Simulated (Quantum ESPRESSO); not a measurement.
# SiNi3 (Pm-3m) in Quantum ESPRESSO: notebook, part 2 of 2

Quantum ESPRESSO 7.5.

## 3. Single point, PBE, collinear spin, ferromagnetic start

File pw.in:

```
&CONTROL
  calculation = 'scf'
  prefix = 'pwscf'
  outdir = './tmp'
  pseudo_dir = './pseudo'
  tprnfor = .true.
  tstress = .true.
  disk_io = 'nowf'
/
&SYSTEM
  ibrav = 0
  nat = 4
  ntyp = 2
  ecutwfc = 55
  ecutrho = 440
  nbnd = 42
  occupations = 'smearing'
  smearing = 'fd'
  degauss = 0.00367493
  nspin = 2
  starting_magnetization(1) = 0.0556
  starting_magnetization(2) = 0
/
&ELECTRONS
  conv_thr = 8d-10
  electron_maxstep = 120
  mixing_beta = 0.3
/
ATOMIC_SPECIES
Ni    58.6934 ni_pbe_v1.4.uspp.F.UPF
Si    28.0850 Si.pbe-n-rrkjus_psl.1.0.0.UPF
CELL_PARAMETERS angstrom
   3.5420000000    0.0000000000    0.0000000000
   0.0000000000    3.5420000000    0.0000000000
   0.0000000000    0.0000000000    3.5420000000
ATOMIC_POSITIONS crystal
Ni     0.5000000000    0.5000000000    0.0000000000
Ni     0.5000000000    0.0000000000    0.5000000000
Ni     0.0000000000    0.5000000000    0.5000000000
Si     0.0000000000    0.0000000000    0.0000000000
K_POINTS automatic
8 8 8 0 0 0
```

Potentials or basis: SSSP 1.3 efficiency PBE.

Started as:

```bash
> OMP_NUM_THREADS=1 mpirun -n 2 pw.x -nk 2 -in pw.in > pw.out
```

pw.out:

```text
This program is part of the open-source Quantum ESPRESSO suite
     for quantum simulation of materials; please cite
         "P. Giannozzi et al., J. Phys.:Condens. Matter 21 395502 (2009);
         "P. Giannozzi et al., J. Phys.:Condens. Matter 29 465901 (2017);
         "P. Giannozzi et al., J. Chem. Phys. 152 154105 (2020);
     in publications or presentations arising from this work. More details at

     Message from routine setup:
     using ibrav=0 with symmetry is DISCOURAGED, use correct ibrav instead

     K-points division:     npool     =       2
     Subspace diagonalization in iterative solution of the eigenvalue problem:
     a serial algorithm will be used

     G-vector sticks info
     --------------------
     sticks:   dense  smooth     PW     G-vecs:    dense   smooth      PW
     Sum        1565     777    241                46753    16519    2801

     Using Slab Decomposition

     bravais-lattice index     =            0
     lattice parameter (alat)  =       6.6934  a.u.
     unit-cell volume          =     299.8764 (a.u.)^3
     number of atoms/cell      =            4
     number of atomic types    =            2
     number of electrons       =        58.00
     number of Kohn-Sham states=           42
     kinetic-energy cutoff     =      55.0000  Ry
     charge density cutoff     =     440.0000  Ry
     scf convergence threshold =      8.0E-10
     mixing beta               =       0.3000
     number of iterations used =            8  plain     mixing
     Exchange-correlation= PBE
                           (   1   4   3   4   0   0   0)

     celldm(1)=   6.693410  celldm(2)=   0.000000  celldm(3)=   0.000000
     celldm(4)=   0.000000  celldm(5)=   0.000000  celldm(6)=   0.000000

     crystal axes: (cart. coord. in units of alat)
               a(1) = (   1.000000   0.000000   0.000000 )
               a(2) = (   0.000000   1.000000   0.000000 )
               a(3) = (   0.000000   0.000000   1.000000 )

     reciprocal axes: (cart. coord. in units 2 pi/alat)
               b(1) = (  1.000000  0.000000  0.000000 )
               b(2) = (  0.000000  1.000000  0.000000 )
               b(3) = (  0.000000  0.000000  1.000000 )

     PseudoPot. # 1 for Ni read from file:
     ni_pbe_v1.4.uspp.F.UPF
     Pseudo is Ultrasoft + core correction, Zval = 18.0
     Generated by new atomic code, or converted to UPF format
     Using radial grid of  865 points,  6 beta functions with:
                l(1) =   0
                l(2) =   0
                l(3) =   1
                l(4) =   1
                l(5) =   2
                l(6) =   2
     Q(r) pseudized with 10 coefficients,  rinner =    0.980   0.980   0.980
                                                       0.980   0.980

     PseudoPot. # 2 for Si read from file:
     Si.pbe-n-rrkjus_psl.1.0.0.UPF
     Pseudo is Ultrasoft + core correction, Zval =  4.0
     Generated using "atomic" code by A. Dal Corso  v.5.1
     Using radial grid of 1141 points,  6 beta functions with:
                l(1) =   0
                l(2) =   0
                l(3) =   1
                l(4) =   1
                l(5) =   2
                l(6) =   2
     Q(r) pseudized with 0 coefficients

     atomic species   valence    mass     pseudopotential
     Ni               18.00    58.69340     Ni( 1.00)
     Si                4.00    28.08500     Si( 1.00)

     Starting magnetic structure
     atomic species   magnetization
     Ni              0.056
     Si              0.000

     48 Sym. Ops., with inversion, found

   Cartesian axes

     site n.     atom                  positions (alat units)
         1        Ni     tau(   1) = (   0.5000000   0.5000000   0.0000000  )
         2        Ni     tau(   2) = (   0.5000000   0.0000000   0.5000000  )
         3        Ni     tau(   3) = (   0.0000000   0.5000000   0.5000000  )
         4        Si     tau(   4) = (   0.0000000   0.0000000   0.0000000  )

     number of k points=    35  Fermi-Dirac smearing, width (Ry)=  0.0037
                       cart. coord. in units 2pi/alat
        k(    1) = (   0.0000000   0.0000000   0.0000000), wk =   0.0019531
        k(    2) = (   0.0000000   0.0000000   0.1250000), wk =   0.0117188
        k(    3) = (   0.0000000   0.0000000   0.2500000), wk =   0.0117188
        k(    4) = (   0.0000000   0.0000000   0.3750000), wk =   0.0117188
        k(    5) = (   0.0000000   0.0000000  -0.5000000), wk =   0.0058594
        k(    6) = (   0.0000000   0.1250000   0.1250000), wk =   0.0234375
[... 27 lines left out ...]
        k(   34) = (   0.3750000  -0.5000000  -0.5000000), wk =   0.0117188
        k(   35) = (  -0.5000000  -0.5000000  -0.5000000), wk =   0.0019531

     Dense  grid:    46753 G-vectors     FFT dimensions: (  45,  45,  45)

     Smooth grid:    16519 G-vectors     FFT dimensions: (  32,  32,  32)

     Check: negative core charge=   -0.000011
     Generating pointlists ...
     new r_m :   0.2917 (alat units)  1.9523 (a.u.) for type    1
     new r_m :   0.2917 (alat units)  1.9523 (a.u.) for type    2

     Initial potential from superposition of free atoms

     starting charge      51.9994, renormalised to      58.0000
     Starting wfcs are   43 randomized atomic wfcs

     Self-consistent Calculation

     iteration #  1     ecut=    55.00 Ry     beta= 0.30
     Davidson diagonalization with overlap
     ethr =  1.00E-02,  avg # of iterations =  5.9

     total energy              =   -1004.09955747 Ry
     estimated scf accuracy    <     138.80342335 Ry

     total magnetization       =     0.32 Bohr mag/cell
     absolute magnetization    =     0.41 Bohr mag/cell
[... 178 lines left out ...]
     total magnetization       =    -0.00 Bohr mag/cell
     absolute magnetization    =     0.00 Bohr mag/cell

     iteration # 20     ecut=    55.00 Ry     beta= 0.30
     Davidson diagonalization with overlap
     ethr =  1.97E-12,  avg # of iterations =  1.5

     Magnetic moment per site  (integrated on atomic sphere of radius R)
     atom   1 (R=0.292)  charge= 16.8006  magn= -0.0000
     atom   2 (R=0.292)  charge= 16.8006  magn= -0.0000
     atom   3 (R=0.292)  charge= 16.8006  magn= -0.0000
     atom   4 (R=0.292)  charge=  2.1007  magn=  0.0000

     End of self-consistent calculation

 ------ SPIN UP ------------

          k = 0.0000 0.0000 0.0000 (  2103 PWs)   bands (ev):

   -86.5317 -86.5006 -86.5006 -46.9994 -46.9994 -46.9994 -46.9503 -46.9503
   -46.9503 -46.8007 -46.8007 -46.8007   4.8698  11.8825  12.7186  12.7186
    13.2228  13.2228  13.2228  15.1440  15.1440  15.1440  15.7334  15.7334
    15.7334  16.0199  16.0199  16.3466  16.6568  16.6568  16.6568  21.1309
    22.7734  22.7734  26.8904  26.8904  26.8904  30.3329  30.3329  30.3855
    30.3855  30.3855

          k = 0.0000 0.0000 0.1250 (  2052 PWs)   bands (ev):
[... 289 lines left out ...]
   -86.5109 -86.5109 -86.5109 -47.0217 -47.0170 -47.0170 -46.9420 -46.9067
   -46.9067 -46.9023 -46.7772 -46.7713   8.5619  11.9256  11.9256  12.5383
    12.9327  13.3652  13.3652  14.5133  14.5133  14.5707  15.0529  15.3555
    15.3555  15.4600  15.5018  15.9761  16.3583  16.5252  16.5252  18.0206
    20.7209  20.7209  21.1760  30.1910  32.5389  32.8336  32.8336  34.8459
    35.5228  35.5228

          k =-0.5000-0.5000-0.5000 (  2008 PWs)   bands (ev):

   -86.5109 -86.5109 -86.5109 -47.0216 -47.0216 -47.0216 -46.9479 -46.9022
   -46.9022 -46.9022 -46.7713 -46.7713   8.6049  12.4786  12.4786  12.4786
    12.9778  12.9778  12.9778  14.5090  14.5090  14.5090  15.2303  15.2303
    15.2303  15.4419  15.4419  16.2240  16.4304  16.4304  16.4304  17.7124
    20.4753  20.4753  20.4753  32.8800  32.8800  33.1486  33.1486  33.1486
    37.5425  37.5429

 ------ SPIN DOWN ----------

          k = 0.0000 0.0000 0.0000 (  2103 PWs)   bands (ev):

   -86.5317 -86.5007 -86.5007 -46.9994 -46.9994 -46.9994 -46.9503 -46.9503
   -46.9503 -46.8008 -46.8008 -46.8008   4.8698  11.8825  12.7186  12.7186
    13.2228  13.2228  13.2228  15.1440  15.1440  15.1440  15.7334  15.7334
    15.7334  16.0199  16.0199  16.3466  16.6567  16.6567  16.6567  21.1309
    22.7734  22.7734  26.8904  26.8904  26.8904  30.3329  30.3329  30.3855
    30.3855  30.3855

          k = 0.0000 0.0000 0.1250 (  2052 PWs)   bands (ev):
[... 289 lines left out ...]
   -86.5109 -86.5109 -86.5109 -47.0217 -47.0170 -47.0170 -46.9420 -46.9067
   -46.9067 -46.9023 -46.7772 -46.7713   8.5619  11.9256  11.9256  12.5383
    12.9327  13.3652  13.3652  14.5133  14.5133  14.5707  15.0528  15.3555
    15.3555  15.4600  15.5017  15.9761  16.3583  16.5252  16.5252  18.0206
    20.7209  20.7209  21.1760  30.1911  32.5390  32.8336  32.8336  34.8459
    35.5229  35.5229

          k =-0.5000-0.5000-0.5000 (  2008 PWs)   bands (ev):

   -86.5109 -86.5109 -86.5109 -47.0217 -47.0217 -47.0217 -46.9479 -46.9023
   -46.9023 -46.9023 -46.7713 -46.7713   8.6049  12.4785  12.4785  12.4785
    12.9778  12.9778  12.9778  14.5090  14.5090  14.5090  15.2303  15.2303
    15.2303  15.4419  15.4419  16.2240  16.4304  16.4304  16.4304  17.7124
    20.4753  20.4753  20.4753  32.8800  32.8800  33.1487  33.1487  33.1487
    37.5167  37.5427

     the Fermi energy is    16.6306 ev

!    total energy              =   -1041.38984073 Ry
     estimated scf accuracy    <          6.5E-11 Ry
     smearing contrib. (-TS)   =      -0.00138977 Ry
     internal energy E=F+TS    =   -1041.38845096 Ry

     The total energy is F=E-TS. E is the sum of the following terms:
     one-electron contribution =    -677.28452459 Ry
     hartree contribution      =     374.51917180 Ry
     xc contribution           =    -113.03448036 Ry
     ewald contribution        =    -625.58861781 Ry

     total magnetization       =    -0.00 Bohr mag/cell
     absolute magnetization    =     0.00 Bohr mag/cell

     convergence has been achieved in  20 iterations

     Forces acting on atoms (cartesian axes, Ry/au):

     atom    1 type  1   force =     0.00000000    0.00000000    0.00000000
     atom    2 type  1   force =     0.00000000    0.00000000    0.00000000
     atom    3 type  1   force =     0.00000000    0.00000000    0.00000000
     atom    4 type  2   force =     0.00000000    0.00000000    0.00000000

     Total force =     0.000000     Total SCF correction =     0.000000

     Computing stress (Cartesian axis) and pressure

          total   stress  (Ry/bohr**3)                   (kbar)     P=      -60.09
  -0.00040850   0.00000000   0.00000000          -60.09        0.00        0.00
   0.00000000  -0.00040850   0.00000000            0.00      -60.09        0.00
   0.00000000   0.00000000  -0.00040850            0.00        0.00      -60.09

=------------------------------------------------------------------------------=
   JOB DONE.
=------------------------------------------------------------------------------=
```

Wall time 73 s (2 MPI ranks of Arm Neoverse V2, shared host); peak memory 0.38 GiB.

What came out:

```
Free energy                                           : -14168.8306 eV
Pressure                                              : -6.0 GPa
Band gap on the k mesh                                : none (metal or under the smearing width)
Net moment                                            : 0.00 μB per cell
Absolute moment                                       : 0.00 μB per cell
Valence electrons inside the program's atomic spheres : Ni 16.80; Si 2.10
```
